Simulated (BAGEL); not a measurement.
# A workflow on C2H8OSi (SMILES CC[SiH2]O)

Aim: a single-point energy (HF/cc-pVDZ), then a single-point energy (NEVPT2(2,2)/cc-pVDZ) of C2H8OSi. 

The results are computed with BAGEL 1.2.2.

1 further run of the same task is left out (set aside as unsound or not needed).

### 1 The molecule

C2H8OSi has 12 atoms, charge 0, and is taken as a singlet. SMILES: `CC[SiH2]O`. The C2–H9 distance was set to 2.084 Å, away from the relaxed value. At this shape a bond of the SMILES string is far longer than usual.

Bond lengths: C1–C2 1.526 Å, C2–Si3 1.868 Å, Si3–O4 1.653 Å, C1–H5 1.094 Å, C1–H6 1.093 Å, C1–H7 1.093 Å, C2–H8 1.096 Å, Si3–H10 1.494 Å, Si3–H11 1.484 Å, O4–H12 0.957 Å. Some angles: C1–C2–Si3 113.6°, C2–Si3–O4 112.4°, C1–C2–H8 110.5°, Si3–C2–H8 108.4°, C2–C1–H5 111.5°, C2–C1–H6 111.3°, C2–C1–H7 111.8°, C2–Si3–H10 108.7°, C2–Si3–H11 110.7°, O4–Si3–H10 109.8°.

### 2 The energy at HF/cc-pVDZ (density fitting with svp-jkfit) (run 1)

Input file job.json:

```json
{ "bagel" : [

{
  "title" : "molecule",
  "basis" : "cc-pvdz.json",
  "df_basis" : "svp-jkfit",
  "geometry" : [
    { "atom" : "C", "xyz" : [ -3.03830733,  1.24241556, -0.41071686 ] },
    { "atom" : "C", "xyz" : [ -0.64043385,  0.71310327,  1.10295377 ] },
    { "atom" : "Si", "xyz" : [  2.27201205,  2.09902841, -0.33172630 ] },
    { "atom" : "O", "xyz" : [  2.10174773,  5.20668302, -0.59817769 ] },
    { "atom" : "H", "xyz" : [ -2.89223150,  0.51260333, -2.33899339 ] },
    { "atom" : "H", "xyz" : [ -3.41077235,  3.27084758, -0.53978515 ] },
    { "atom" : "H", "xyz" : [ -4.70013249,  0.37276360,  0.45326593 ] },
    { "atom" : "H", "xyz" : [ -0.82751674,  1.43932502,  3.03255312 ] },
    { "atom" : "H", "xyz" : [ -0.05877048, -3.16680304,  1.44979788 ] },
    { "atom" : "H", "xyz" : [  2.66450817,  0.94308294, -2.87699842 ] },
    { "atom" : "H", "xyz" : [  4.50661319,  1.60184147,  1.28909179 ] },
    { "atom" : "H", "xyz" : [  1.13817638,  5.87734682, -1.97446522 ] }
  ]
},
{ "title" : "hf" },
{ "title" : "print", "file" : "orbitals.molden", "orbitals" : true }

]}
```

The basis set cc-pVDZ is read from a file made from the Basis Set Exchange's data (not shown).

Command:

```bash
$ BAGEL_NUM_THREADS=1 BAGEL job.json > job.out
```

Log:

```text
* using 1 threads per process

  ===============================================================
  ===============================================================

  *** Geometry ***

  { "atom" : "C", "xyz" : [     -3.038307,      1.242416,     -0.410717 ] },
  { "atom" : "C", "xyz" : [     -0.640434,      0.713103,      1.102954 ] },
  { "atom" : "Si", "xyz" : [      2.272012,      2.099028,     -0.331726 ] },
  { "atom" : "O", "xyz" : [      2.101748,      5.206683,     -0.598178 ] },
  { "atom" : "H", "xyz" : [     -2.892231,      0.512603,     -2.338993 ] },
  { "atom" : "H", "xyz" : [     -3.410772,      3.270848,     -0.539785 ] },
  { "atom" : "H", "xyz" : [     -4.700132,      0.372764,      0.453266 ] },
  { "atom" : "H", "xyz" : [     -0.827517,      1.439325,      3.032553 ] },
  { "atom" : "H", "xyz" : [     -0.058770,     -3.166803,      1.449798 ] },
  { "atom" : "H", "xyz" : [      2.664508,      0.943083,     -2.876998 ] },
  { "atom" : "H", "xyz" : [      4.506613,      1.601841,      1.289092 ] },
  { "atom" : "H", "xyz" : [      1.138176,      5.877347,     -1.974465 ] },

  Number of auxiliary basis functions:      499

  Since a DF basis is specified, we compute 2- and 3-index integrals:
    o Being stored without compression. Storage requirement is 0.040 GB

  Number of basis functions:      100
  Number of electrons      :       42

    * METHOD: MOLECULE                             0.37

  *** RHF ***

  === Nuclear Repulsion ===
   173.4320592816

      * DIIS with orbital gradients will be used.

  === RHF iteration (cc-pvdz.json) ===
      0       -443.77650191          0.01662726           0.12
      1       -443.97469973          0.01127901           0.12
      2       -444.08050222          0.00162272           0.11
      3       -444.08408920          0.00038202           0.11
      4       -444.08426781          0.00012298           0.11
      5       -444.08429278          0.00003746           0.10
      6       -444.08429591          0.00001610           0.12
      7       -444.08429632          0.00000619           0.11
      8       -444.08429637          0.00000205           0.11
      9       -444.08429637          0.00000066           0.11
     10       -444.08429638          0.00000028           0.13
     11       -444.08429638          0.00000012           0.12
     12       -444.08429638          0.00000005           0.11
     13       -444.08429638          0.00000002           0.10
     14       -444.08429638          0.00000001           0.11
    * SCF iteration converged.

    * Permanent dipole moment:
           (    0.725162,    -0.581371,     0.457043) a.u.

    * METHOD: HF                                   2.03

    * METHOD: PRINT                                0.02

  ===============================================================
```

Wall time 2.6 s (1 thread of Arm Neoverse V1, shared host); peak memory 0.15 GiB.

### 3 The energy at NEVPT2(2,2)/cc-pVDZ (density fitting with svp-jkfit) (run 2)

Input file job.json:

```json
{ "bagel": [

{
  "title": "molecule",
  "basis": "cc-pvdz.json",
  "df_basis": "svp-jkfit",
  "angstrom": false,
  "geometry": [
    { "atom": "C", "xyz": [ -3.03830733,  1.24241556, -0.41071686 ] },
    { "atom": "C", "xyz": [ -0.64043385,  0.71310327,  1.10295377 ] },
    { "atom": "Si", "xyz": [  2.27201205,  2.09902841, -0.33172630 ] },
    { "atom": "O", "xyz": [  2.10174773,  5.20668302, -0.59817769 ] },
    { "atom": "H", "xyz": [ -2.89223150,  0.51260333, -2.33899339 ] },
    { "atom": "H", "xyz": [ -3.41077235,  3.27084758, -0.53978515 ] },
    { "atom": "H", "xyz": [ -4.70013249,  0.37276360,  0.45326593 ] },
    { "atom": "H", "xyz": [ -0.82751674,  1.43932502,  3.03255312 ] },
    { "atom": "H", "xyz": [ -0.05877048, -3.16680304,  1.44979788 ] },
    { "atom": "H", "xyz": [  2.66450817,  0.94308294, -2.87699842 ] },
    { "atom": "H", "xyz": [  4.50661319,  1.60184147,  1.28909179 ] },
    { "atom": "H", "xyz": [  1.13817638,  5.87734682, -1.97446522 ] }
  ]
},
{ "title": "hf", "charge": 0 },
{
  "title": "nevpt2",
  "nstate": 1,
  "nact": 2,
  "nclosed": 20,
  "charge": 0,
  "active": [21, 22],
  "maxiter": 200,
  "natocc": true,
  "ncore": 8
},
{ "title": "print", "file": "orbitals.molden", "orbitals": true }

]}
```

The basis set cc-pVDZ is read from a file made from the Basis Set Exchange's data (not shown).

Command:

```bash
$ BAGEL_NUM_THREADS=1 BAGEL job.json > job.out
```

Log:

```text
* using 1 threads per process

  ===============================================================
  ===============================================================

  *** Geometry ***

  { "atom" : "C", "xyz" : [     -3.038307,      1.242416,     -0.410717 ] },
  { "atom" : "C", "xyz" : [     -0.640434,      0.713103,      1.102954 ] },
  { "atom" : "Si", "xyz" : [      2.272012,      2.099028,     -0.331726 ] },
[... 8 lines of this table left out ...]
  { "atom" : "H", "xyz" : [      1.138176,      5.877347,     -1.974465 ] },

  Number of auxiliary basis functions:      499

  Since a DF basis is specified, we compute 2- and 3-index integrals:
    o Being stored without compression. Storage requirement is 0.040 GB

  Number of basis functions:      100
  Number of electrons      :       42

    * METHOD: MOLECULE                             0.32

  *** RHF ***

[... 11 lines left out ...]
    * SCF iteration converged.
[... 1 line left out ...]
    * Permanent dipole moment:
[... 22 lines left out ...]
      0  0      -444.11473330     3.09e-03      0.05

      1  0      -444.13766385     1.12e-03      0.59
[... 19 lines of this table left out ...]
     11  0      -444.13933531     4.49e-09      0.48

    * Second-order optimization converged. *

     guess   0:   closed 1.                   open ..

  === FCI iteration ===

      0  0      -444.07886754     8.35e-02      0.00
      1  0      -444.13847354     9.37e-03      0.00
      2  0 *    -444.13933531     9.18e-16      0.00

     * ci vector, state   0, <S^2> = 0.0000
       2.     0.9400067653
       .2    -0.3411558020

  === DF-NEVPT2 calculation ===

    * 3-index integral transformation done
    * assembly done

      NEVPT2 correlation energy:   -0.5560482494      0.32

          (+0)     -0.5011791982
          (+0)'    -0.0126437148
          (+1)     -0.0100681552
          (+1)'    -0.0000000000
          (+2)     -0.0003733740
          (-1)     -0.0288981647
          (-1)'     0.0000000000
          (-2)     -0.0028856424

      NEVPT2 total energy:       -444.6953835553

    * METHOD: NEVPT2                               7.57

    * METHOD: PRINT                                0.02

  ===============================================================
```

It took 11 s on 1 thread of Arm Neoverse V1, shared host; peak memory 0.15 GiB.

### 4 Outcome

| quantity | value |
| --- | --- |
| run 1, HF/cc-pVDZ: total energy | -444.08430 Eh |
| run 1, HF/cc-pVDZ: dipole moment | 2.63 D |
| run 1, HF/cc-pVDZ: HOMO energy | -9.60 eV |
| run 1, HF/cc-pVDZ: LUMO energy | 1.49 eV |
| run 1, HF/cc-pVDZ: HOMO–LUMO gap | 11.10 eV |
| run 2, NEVPT2(2,2)/cc-pVDZ: total energy | -444.69538 Eh |
